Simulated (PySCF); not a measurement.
**[Nd(H2O)2]3+: forces at shaken geometries**

Aim: move all atoms of relaxed [Nd(H2O)2]3+ at random and read energies and forces. The structure is generated, not taken from experiment.

Computed with PySCF 2.14.0. Level: PBE0, Nd lcecp-1-SVP with ECP49, O def2-SVP, H def2-SVP; scalar-relativistic core potentials, no spin–orbit coupling.

4 further runs of the same task are left out: 2 for a known fault of the program, 2 that didn't finish.

## Step 1: Where the work starts

7 atoms, charge 3, spin multiplicity 1.

Bond lengths: Nd1–O2 2.284 Å, Nd1–O5 2.285 Å, O2–H3 0.992 Å, O2–H4 0.993 Å, O5–H6 0.993 Å, O5–H7 0.993 Å. Angles: O2–Nd1–O5 110.2°, Nd1–O2–H3 129.4°, Nd1–O2–H4 128.0°, H3–O2–H4 102.6°, Nd1–O5–H6 128.0°, Nd1–O5–H7 129.3°, H6–O5–H7 102.7°.

Coordinates:

```xyz
7

Nd   -0.3884   -1.0638   -0.0144
O     0.0121    0.1557    1.8743
H     0.4682    1.0313    1.9735
H    -0.2176   -0.0765    2.8122
O     0.1063    0.1709   -1.8723
H     0.6336   -0.1056   -2.6675
H    -0.1733    1.0942   -2.1059
```

Formal oxidation states: Nd +3. Each metal's 3 4f electrons lie in its core potential, so multiplicities, spins and levels count the valence alone. An earlier session relaxed this geometry at PBE0, Nd lcecp-1-SVP with ECP49, O def2-SVP, H def2-SVP (singlet, point group C1).

Its energy there is -185.317403 Eh.

## Step 2: Atoms moved at random, σ = 0.03 Å

File run.py (the lines that set the calculation):

```python
mol = gto.M(atom='''
Nd    -0.38577    -1.04839    -0.02404
O     -0.02390     0.12389     1.88319
H      0.45149     1.05323     1.96278
H     -0.22875    -0.03984     2.81196
O      0.13882     0.18738    -1.87224
H      0.65639    -0.11103    -2.66970
H     -0.16737     1.04089    -2.09196''',
    basis={'Nd': 'lcecp-1-SVP', 'O': 'def2-SVP', 'H': 'def2-SVP'},
    ecp={'Nd': 'lcecp-1-SVP'},
    charge=3, spin=0)
mf = dft.RKS(mol, xc='PBE0')
mf.grids.atom_grid = (50, 194)  # f atoms: unpruned, at least (60, 302)
mf = mf.density_fit()  # fitting sets: Nd AutoAux, O def2-universal-JKFIT, H def2-universal-JKFIT
mf.conv_tol = 1e-08; mf.max_cycle = 55
mf.kernel(dm0)  # dm0: the density of the relaxed state
```

The run is started by

```sh
OMP_NUM_THREADS=2 python run.py
```

Standard output:

```text
init E= -185.338931102008
  HOMO = -0.957214843037975  LUMO = -0.679753783617659  gap/eV = 7.55010
cycle= 1 E= -185.310180810029  delta_E= 0.0288  |g|= 0.0515  |ddm|= 0.133
  HOMO = -0.960921473191796  LUMO = -0.68305259513317  gap/eV = 7.56120
cycle= 2 E= -185.309748362031  delta_E= 0.000432  |g|= 0.0744  |ddm|= 0.085
  HOMO = -0.96865426695945  LUMO = -0.683234135586109  gap/eV = 7.76668
cycle= 3 E= -185.310782567359  delta_E= -0.00103  |g|= 0.00496  |ddm|= 0.0458
  HOMO = -0.968494461405255  LUMO = -0.683363519690288  gap/eV = 7.75881
cycle= 4 E= -185.310786506546  delta_E= -3.94e-06  |g|= 0.0014  |ddm|= 0.00354
  HOMO = -0.96882546978021  LUMO = -0.683326488382832  gap/eV = 7.76882
cycle= 5 E= -185.310786772152  delta_E= -2.66e-07  |g|= 0.000851  |ddm|= 0.00136
  HOMO = -0.968723296709657  LUMO = -0.683330193079809  gap/eV = 7.76594
cycle= 6 E= -185.310786908699  delta_E= -1.37e-07  |g|= 7.5e-05  |ddm|= 0.000562
  HOMO = -0.968722593234092  LUMO = -0.683329552755518  gap/eV = 7.76594
cycle= 7 E= -185.310786910227  delta_E= -1.53e-09  |g|= 1.27e-05  |ddm|= 9.36e-05
  HOMO = -0.968721468605214  LUMO = -0.683329998381573  gap/eV = 7.76590
Extra cycle  E= -185.310786910255  delta_E= -2.8e-11  |g|= 1.03e-05  |ddm|= 2.37e-05
converged SCF energy = -185.310786910255
```

It took 2.6 s on 2 threads of Arm Neoverse V1, shared host.

It gives: E = -185.310787 Eh (+0.180 eV from the relaxed state), HOMO -26.36 eV, LUMO -18.59 eV, Mulliken charge on Nd1 +2.25 e, largest force component 3.014 eV/Å. 

```tsv
atom	Fx	Fy	Fz (eV/Å)
Nd1	-0.054	-0.204	0.098
O2	1.311	2.319	-1.046
H3	-0.847	-1.693	-0.215
H4	-0.416	-0.496	1.288
O5	0.985	-3.014	0.628
H6	-0.060	0.182	0.086
H7	-0.918	2.905	-0.839
```

## Step 3: Atoms moved at random, σ = 0.06 Å

File run.py (the lines that set the calculation):

```python
mol = gto.M(atom='''
Nd    -0.38823    -1.15151     0.02019
O      0.00065     0.20963     1.86358
H      0.48308     1.07256     2.01576
H     -0.12873    -0.17117     2.71605
O      0.12039     0.25939    -1.92781
H      0.58126    -0.05404    -2.59495
H     -0.22751     1.04126    -2.09281''',
    basis={'Nd': 'lcecp-1-SVP', 'O': 'def2-SVP', 'H': 'def2-SVP'},
    ecp={'Nd': 'lcecp-1-SVP'},
    charge=3, spin=0)
mf = dft.RKS(mol, xc='PBE0')
mf.grids.atom_grid = (50, 194)  # f atoms: unpruned, at least (60, 302)
mf = mf.density_fit()  # fitting sets: Nd AutoAux, O def2-universal-JKFIT, H def2-universal-JKFIT
mf.conv_tol = 1e-08; mf.max_cycle = 55
mf.kernel(dm0)  # dm0: the density of the relaxed state
```

The run is started by

```sh
OMP_NUM_THREADS=2 python run.py
```

Standard output:

```text
init E= -185.44247908607
  HOMO = -0.901909198504928  LUMO = -0.673237581347868  gap/eV = 6.22247
cycle= 1 E= -185.273944071479  delta_E= 0.169  |g|= 0.11  |ddm|= 0.379
  HOMO = -0.964524630293536  LUMO = -0.696363012732745  gap/eV = 7.29705
cycle= 2 E= -185.272560770747  delta_E= 0.00138  |g|= 0.149  |ddm|= 0.177
  HOMO = -0.953622931908956  LUMO = -0.698207104684037  gap/eV = 6.95022
cycle= 3 E= -185.276676884109  delta_E= -0.00412  |g|= 0.00858  |ddm|= 0.0958
  HOMO = -0.952888247514785  LUMO = -0.698236484644384  gap/eV = 6.92943
cycle= 4 E= -185.276689008412  delta_E= -1.21e-05  |g|= 0.00188  |ddm|= 0.00623
  HOMO = -0.952292430906259  LUMO = -0.698059508966288  gap/eV = 6.91803
cycle= 5 E= -185.276689714446  delta_E= -7.06e-07  |g|= 0.000689  |ddm|= 0.00207
  HOMO = -0.952313379760473  LUMO = -0.698079496504054  gap/eV = 6.91806
cycle= 6 E= -185.276689802865  delta_E= -8.84e-08  |g|= 0.000268  |ddm|= 0.000636
  HOMO = -0.952344432978152  LUMO = -0.698082539195174  gap/eV = 6.91882
cycle= 7 E= -185.276689816997  delta_E= -1.41e-08  |g|= 3.69e-05  |ddm|= 0.000207
  HOMO = -0.952345572528658  LUMO = -0.698082906713507  gap/eV = 6.91884
cycle= 8 E= -185.276689817411  delta_E= -4.14e-10  |g|= 4.4e-06  |ddm|= 4.88e-05
  HOMO = -0.952344632007857  LUMO = -0.698082666401898  gap/eV = 6.91882
Extra cycle  E= -185.276689817413  delta_E= -2.44e-12  |g|= 5.1e-06  |ddm|= 8.77e-06
converged SCF energy = -185.276689817413
```

It took 2.9 s on 2 threads of Arm Neoverse V1, shared host.

It gives: E = -185.276690 Eh (+1.108 eV from the relaxed state), HOMO -25.91 eV, LUMO -19.00 eV, Mulliken charge on Nd1 +2.31 e, largest force component 9.021 eV/Å. 

```tsv
atom	Fx	Fy	Fz (eV/Å)
Nd1	0.261	1.004	-0.535
O2	0.565	0.373	-2.607
H3	-0.288	-0.232	-0.020
H4	-0.327	-0.537	2.468
O5	-1.584	-5.323	9.021
H6	4.231	-2.350	-6.450
H7	-2.857	7.065	-1.876
```

## Step 4: Atoms moved at random, σ = 0.03 Å

File run.py (the lines that set the calculation):

```python
mol = gto.M(atom='''
Nd    -0.39462    -1.07330    -0.00458
O      0.06823     0.15517     1.90222
H      0.45687     1.00875     1.95706
H     -0.24089    -0.06626     2.82687
O      0.08632     0.17705    -1.89877
H      0.64706    -0.11389    -2.67840
H     -0.18206     1.11861    -2.10440''',
    basis={'Nd': 'lcecp-1-SVP', 'O': 'def2-SVP', 'H': 'def2-SVP'},
    ecp={'Nd': 'lcecp-1-SVP'},
    charge=3, spin=0)
mf = dft.RKS(mol, xc='PBE0')
mf.grids.atom_grid = (50, 194)  # f atoms: unpruned, at least (60, 302)
mf = mf.density_fit()  # fitting sets: Nd AutoAux, O def2-universal-JKFIT, H def2-universal-JKFIT
mf.conv_tol = 1e-08; mf.max_cycle = 55
mf.kernel(dm0)  # dm0: the density of the relaxed state
```

The run is started by

```sh
OMP_NUM_THREADS=2 python run.py
```

Standard output:

```text
init E= -185.312737386479
  HOMO = -0.957996703814648  LUMO = -0.685498402013044  gap/eV = 7.41506
cycle= 1 E= -185.313222879076  delta_E= -0.000485  |g|= 0.0407  |ddm|= 0.141
  HOMO = -0.951390501454147  LUMO = -0.686309358436863  gap/eV = 7.21323
cycle= 2 E= -185.313029020457  delta_E= 0.000194  |g|= 0.0537  |ddm|= 0.0634
  HOMO = -0.959955499889475  LUMO = -0.686188480236153  gap/eV = 7.44958
cycle= 3 E= -185.313570521562  delta_E= -0.000542  |g|= 0.00624  |ddm|= 0.0357
  HOMO = -0.959502197828779  LUMO = -0.686058139126087  gap/eV = 7.44079
cycle= 4 E= -185.313577338894  delta_E= -6.82e-06  |g|= 0.000785  |ddm|= 0.00416
  HOMO = -0.959733596044176  LUMO = -0.686040041285192  gap/eV = 7.44758
cycle= 5 E= -185.313577395502  delta_E= -5.66e-08  |g|= 0.000617  |ddm|= 0.000848
  HOMO = -0.959671971366117  LUMO = -0.686050481234448  gap/eV = 7.44562
cycle= 6 E= -185.313577467598  delta_E= -7.21e-08  |g|= 4.68e-05  |ddm|= 0.00041
  HOMO = -0.959663395804534  LUMO = -0.686051453834015  gap/eV = 7.44536
cycle= 7 E= -185.313577468145  delta_E= -5.47e-10  |g|= 7.71e-06  |ddm|= 5.08e-05
  HOMO = -0.959663340420699  LUMO = -0.686051178806692  gap/eV = 7.44537
Extra cycle  E= -185.313577468156  delta_E= -1.14e-11  |g|= 4.53e-06  |ddm|= 1.35e-05
converged SCF energy = -185.313577468156
```

It took 2.7 s on 2 threads of Arm Neoverse V1, shared host.

It gives: E = -185.313577 Eh (+0.104 eV from the relaxed state), HOMO -26.11 eV, LUMO -18.67 eV, Mulliken charge on Nd1 +2.26 e, largest force component 2.723 eV/Å. 

```tsv
atom	Fx	Fy	Fz (eV/Å)
Nd1	0.163	0.293	-0.120
O2	-1.598	-2.723	-0.307
H3	1.180	2.387	0.372
H4	0.304	0.235	-0.234
O5	0.134	-0.100	0.118
H6	-0.358	0.331	0.279
H7	0.175	-0.423	-0.108
```

## Step 5: The displacements side by side

| σ (Å) | energy rise (eV) | harmonic estimate −½ F·u (eV) | largest force component (eV/Å) |
| --- | --- | --- | --- |
| 0.03 | 0.180 | 0.181 | 3.01 |
| 0.06 | 1.108 | 1.172 | 9.02 |
| 0.03 | 0.104 | 0.106 | 2.72 |

Every displacement raises the energy. For a harmonic well the rise equals −½ F·u; the two differ by at most 6 % here (a move with σ = 0.06 Å), from anharmonicity, the grid and the small forces left at the relaxed point. The bases are small and lack diffuse functions. Spin–orbit coupling is left out.
